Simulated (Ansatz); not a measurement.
# Alloy of MgO and CaO (52 of 64 Mg sites exchanged), 128 atoms

How does this alloy cell relax, and what gap do PBEsol and HSE06 give?

Program: Ansatz 0.2.0, PAW, plane waves. These are calculated values, not measurements.

## (1) The system as built

128 atoms (64 O, 52 Ca, 12 Mg); a = 13.188 Å, b = 13.188 Å, c = 13.188 Å, α = 60.00°, β = 60.00°, γ = 60.00°. All atoms were shaken off their sites by about 0.02 Å along each axis.

Steps to follow: (2) PBEsol cell relaxation at the single k point (½, ½, ½), on 1 × NVIDIA GB200 with 8 threads of Arm Neoverse-V2; (3) HSE06 single point at the Γ point alone, on 1 × NVIDIA GB200 with 8 threads of Arm Neoverse-V2.

## (2) PBEsol relaxation of the cell and the positions

File in.yaml:

```yaml
crystal:
  lattice:
    - [0.000000, 9.324985, 9.324985]
    - [9.324985, 0.000000, 9.324985]
    - [9.324985, 9.324985, 0.000000]
  atoms:
    - { symbol: O, position: [0.371817, 0.126428, 0.123203] }
    - { symbol: O, position: [0.873183, 0.124817, 0.124652] }
    - { symbol: O, position: [0.121493, 0.378308, 0.375985] }
    - { symbol: O, position: [0.373925, 0.625262, 0.123111] }
    - { symbol: O, position: [0.376573, 0.124752, 0.625423] }
    - { symbol: O, position: [0.624510, 0.372525, 0.375209] }
    - { symbol: O, position: [0.878834, 0.623405, 0.123376] }
    - { symbol: O, position: [0.874517, 0.125539, 0.627486] }
    - { symbol: O, position: [0.125563, 0.876237, 0.375814] }
    - { symbol: O, position: [0.124503, 0.373460, 0.876527] }
    - { symbol: O, position: [0.373662, 0.625513, 0.626004] }
    - { symbol: O, position: [0.626695, 0.873184, 0.376350] }
    - { symbol: O, position: [0.625546, 0.370127, 0.877935] }
    - { symbol: O, position: [0.874059, 0.626970, 0.624529] }
    - { symbol: O, position: [0.124483, 0.872522, 0.873257] }
    - { symbol: O, position: [0.623471, 0.873793, 0.877518] }
    - { symbol: O, position: [0.125078, 0.377104, 0.123647] }
    - { symbol: O, position: [0.374939, 0.125491, 0.374559] }
    - { symbol: O, position: [0.625429, 0.376067, 0.124243] }
    - { symbol: O, position: [0.875229, 0.127344, 0.370968] }
    - { symbol: O, position: [0.127326, 0.872620, 0.126368] }
    - { symbol: O, position: [0.126347, 0.374432, 0.625780] }
    - { symbol: O, position: [0.373656, 0.624130, 0.375530] }
    - { symbol: O, position: [0.624675, 0.872531, 0.126111] }
    - { symbol: O, position: [0.376279, 0.126660, 0.871163] }
    - { symbol: O, position: [0.625248, 0.377566, 0.621163] }
    - { symbol: O, position: [0.873441, 0.624756, 0.374077] }
    - { symbol: O, position: [0.875164, 0.122676, 0.875357] }
    - { symbol: O, position: [0.125028, 0.873801, 0.623523] }
    - { symbol: O, position: [0.376078, 0.626908, 0.873580] }
    - { symbol: O, position: [0.626694, 0.873347, 0.627187] }
    - { symbol: O, position: [0.873406, 0.625389, 0.874720] }
    - { symbol: O, position: [0.124215, 0.125080, 0.376361] }
    - { symbol: O, position: [0.375886, 0.375575, 0.126106] }
    - { symbol: O, position: [0.625123, 0.125002, 0.374006] }
    - { symbol: O, position: [0.872974, 0.377645, 0.122838] }
    - { symbol: O, position: [0.126991, 0.626398, 0.374725] }
    - { symbol: O, position: [0.376230, 0.874742, 0.125155] }
    - { symbol: O, position: [0.126075, 0.124062, 0.875686] }
    - { symbol: O, position: [0.377169, 0.376191, 0.623939] }
    - { symbol: O, position: [0.625994, 0.622939, 0.375284] }
    - { symbol: O, position: [0.874903, 0.871976, 0.127076] }
    - { symbol: O, position: [0.622785, 0.123996, 0.879537] }
    - { symbol: O, position: [0.876248, 0.373590, 0.626777] }
    - { symbol: O, position: [0.127814, 0.623570, 0.871722] }
    - { symbol: O, position: [0.374965, 0.873978, 0.627566] }
    - { symbol: O, position: [0.624468, 0.626017, 0.874510] }
    - { symbol: O, position: [0.877058, 0.872658, 0.627471] }
    - { symbol: O, position: [0.123938, 0.125026, 0.126090] }
    - { symbol: O, position: [0.624481, 0.126793, 0.125728] }
    - { symbol: O, position: [0.122373, 0.622575, 0.127327] }
    - { symbol: O, position: [0.124153, 0.124222, 0.627885] }
    - { symbol: O, position: [0.372154, 0.374585, 0.374666] }
    - { symbol: O, position: [0.622028, 0.625236, 0.126827] }
    - { symbol: O, position: [0.627010, 0.126264, 0.624863] }
    - { symbol: O, position: [0.873708, 0.376250, 0.373697] }
    - { symbol: O, position: [0.125538, 0.627500, 0.623369] }
    - { symbol: O, position: [0.375472, 0.875592, 0.374824] }
    - { symbol: O, position: [0.371380, 0.375057, 0.875296] }
    - { symbol: O, position: [0.622469, 0.625233, 0.626002] }
    - { symbol: O, position: [0.875057, 0.875504, 0.374800] }
    - { symbol: O, position: [0.873477, 0.372810, 0.877988] }
    - { symbol: O, position: [0.376413, 0.872755, 0.875471] }
    - { symbol: O, position: [0.874686, 0.873176, 0.877064] }
    - { symbol: Ca, position: [0.001289, 0.998435, 0.001011] }
    - { symbol: Ca, position: [0.500424, 0.999164, 0.997524] }
    - { symbol: Ca, position: [0.000997, 0.499498, 0.995565] }
    - { symbol: Ca, position: [0.997969, 0.004323, 0.501611] }
    - { symbol: Ca, position: [0.246168, 0.252825, 0.246259] }
    - { symbol: Ca, position: [0.499833, 0.501794, 0.999515] }
    - { symbol: Ca, position: [0.497146, 0.999962, 0.500450] }
    - { symbol: Ca, position: [0.748964, 0.246738, 0.252770] }
    - { symbol: Ca, position: [0.001606, 0.499738, 0.498672] }
    - { symbol: Ca, position: [0.248337, 0.252232, 0.748848] }
    - { symbol: Ca, position: [0.748304, 0.749452, 0.252419] }
    - { symbol: Ca, position: [0.749248, 0.752100, 0.748961] }
    - { symbol: Ca, position: [0.000915, 0.998825, 0.249844] }
    - { symbol: Ca, position: [0.252763, 0.248129, 0.002020] }
    - { symbol: Ca, position: [0.498654, 0.000207, 0.251810] }
    - { symbol: Ca, position: [0.750311, 0.248338, 0.998974] }
    - { symbol: Ca, position: [0.001939, 0.498723, 0.247187] }
    - { symbol: Ca, position: [0.248743, 0.751889, 0.998874] }
    - { symbol: Ca, position: [0.253570, 0.247596, 0.501072] }
    - { symbol: Ca, position: [0.500345, 0.500221, 0.250213] }
    - { symbol: Ca, position: [0.748726, 0.750146, 0.000487] }
    - { symbol: Ca, position: [0.499902, 0.000884, 0.749704] }
    - { symbol: Ca, position: [0.749680, 0.251545, 0.499988] }
    - { symbol: Ca, position: [0.000485, 0.498726, 0.751940] }
    - { symbol: Ca, position: [0.255133, 0.748023, 0.496930] }
    - { symbol: Ca, position: [0.499761, 0.498991, 0.748618] }
    - { symbol: Ca, position: [0.752517, 0.746955, 0.500878] }
    - { symbol: Ca, position: [0.501702, 0.249959, 0.001154] }
    - { symbol: Ca, position: [0.751602, 0.001449, 0.252057] }
    - { symbol: Ca, position: [0.000991, 0.747276, 0.001469] }
    - { symbol: Ca, position: [0.000679, 0.247394, 0.501357] }
    - { symbol: Ca, position: [0.252753, 0.498035, 0.252723] }
    - { symbol: Ca, position: [0.501100, 0.749939, 0.998580] }
    - { symbol: Ca, position: [0.499233, 0.250171, 0.499636] }
    - { symbol: Ca, position: [0.749324, 0.501437, 0.246750] }
    - { symbol: Ca, position: [0.249852, 0.501230, 0.750691] }
    - { symbol: Ca, position: [0.502593, 0.751816, 0.496162] }
    - { symbol: Ca, position: [0.749325, 0.501863, 0.749575] }
    - { symbol: Ca, position: [0.751783, 0.998610, 0.999904] }
    - { symbol: Ca, position: [0.999157, 0.249125, 0.252948] }
    - { symbol: Ca, position: [0.248877, 0.501499, 0.998301] }
    - { symbol: Ca, position: [0.250067, 0.999916, 0.499721] }
    - { symbol: Ca, position: [0.503371, 0.246062, 0.249041] }
    - { symbol: Ca, position: [0.748126, 0.500099, 0.000783] }
    - { symbol: Ca, position: [0.998188, 0.749648, 0.249505] }
    - { symbol: Ca, position: [0.996098, 0.252093, 0.752518] }
    - { symbol: Ca, position: [0.250589, 0.498596, 0.499059] }
    - { symbol: Ca, position: [0.500130, 0.751538, 0.248206] }
    - { symbol: Ca, position: [0.498766, 0.249022, 0.751950] }
    - { symbol: Ca, position: [0.751790, 0.501120, 0.499947] }
    - { symbol: Ca, position: [0.000110, 0.748605, 0.751139] }
    - { symbol: Ca, position: [0.499117, 0.750987, 0.750158] }
    - { symbol: Mg, position: [0.251386, 0.746630, 0.253989] }
    - { symbol: Mg, position: [0.497850, 0.502242, 0.500540] }
    - { symbol: Mg, position: [0.751494, 0.247341, 0.749670] }
    - { symbol: Mg, position: [0.250221, 0.746168, 0.753675] }
    - { symbol: Mg, position: [0.002970, 0.000771, 0.747338] }
    - { symbol: Mg, position: [0.997522, 0.251589, 0.000379] }
    - { symbol: Mg, position: [0.249003, 0.998819, 0.250456] }
    - { symbol: Mg, position: [0.251186, 0.998509, 0.752639] }
    - { symbol: Mg, position: [0.746294, 0.002765, 0.749889] }
    - { symbol: Mg, position: [0.000939, 0.749983, 0.496941] }
    - { symbol: Mg, position: [0.251447, 0.997642, 0.002543] }
    - { symbol: Mg, position: [0.750250, 0.996796, 0.501460] }
kpoints:
  mp_grid: { grid: [1, 1, 1], shift: [0.5, 0.5, 0.5] }
hamiltonian:
  xc: pbesol
scf:
  occupations: { method: fermi_dirac, width: 0.01 }
relax:
  f_tol: 0.03
  max_steps: 80
  escape_saddle: false
  adjacent_minimum: "off"
  cell: { fix: [shape] }
output:
  forces: true
  eigenvalues: true
  populations: true
```

The run is started by

```sh
> ansatz run in.yaml --threads 8 --pin off --max-ram 118750MiB --runs-dir r --events-out ev --progress --plain --backend cuda --devices 0, --max-vram 170GiB
```

After this run come: HSE06 single point.

Q: Predict the outcome of this session. Wanted: for each run, top filled to lowest empty.

**Answer**, as computed:

| level | time | k points | top filled to lowest empty (eV) |
| --- | --- | --- | --- |
| PBEsol, relaxation | 11 s (GPU) | (½, ½, ½) | 4.39 |
| HSE06 | 48 s (GPU) | Γ | 5.57 |

| quantity | value |
| --- | --- |
| relaxation | 9 recorded steps, 3.38 eV gained |
| largest shift | 0.20 Å (Mg120) |
| relaxed cell | a = 13.238 Å, b = 13.238 Å, c = 13.238 Å, α = 60.00°, β = 60.00°, γ = 60.00° |
| mean bonds | Ca–O 2.360, Mg–O 2.248 Å |

**What this shows.** Relaxation gains 3.38 eV, with shifts up to 0.20 Å (Mg120), while the volume changes by +1.2 %. The mean lengths of the listed bonds run from Mg–O 2.25 Å to Ca–O 2.36 Å. The relaxation ran on other k points, so part of any difference from the later rows can come from the mesh. With one k point the spacing samples only the states that fold onto it, so it can exceed the gap over the zone.
